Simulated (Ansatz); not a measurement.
Crystal: CsBa3.

```xyz
4
Lattice="-3.2465 3.2465 6.8034 3.2465 -3.2465 6.8034 3.2465 3.2465 -6.8034" Properties=species:S:1:pos:R:3 pbc="T T T"
Ba    0.0000    0.0000    6.8034
Ba    3.2465    0.0000    3.4017
Ba    0.0000    3.2465    3.4017
Cs    0.0000    0.0000    0.0000
```

The cell comes from a database or a generator and needn't be the stable form of this composition.

Base run:

```yaml
Program: Ansatz 0.2.0
Functional: PBE
Potentials_or_basis: Ansatz PAW
Cutoff: 420 eV
Density_cutoff: 1680 eV
k_mesh: 6 × 6 × 6
Occupations: fermi-dirac, width 0.05 eV
Spin: no spin polarisation
```

Its results: band gap on the k mesh none (metal or under the smearing width); pressure 0.0 GPa.

**Question.** The run is repeated on the same cell with these changes: functional from PBE to LDA; occupations from fermi-dirac, width 0.05 eV to gaussian, width 0.1 eV. What comes out?

**Answer.** Band gap on the k mesh none (metal or under the smearing width); pressure -1.0 GPa.

Caveats: the PAW data sets come from PBE, with cores solved anew for the run's functional, which leaves a small shift of forces and pressure (some runs).

Not every run made on this cell is shown here.
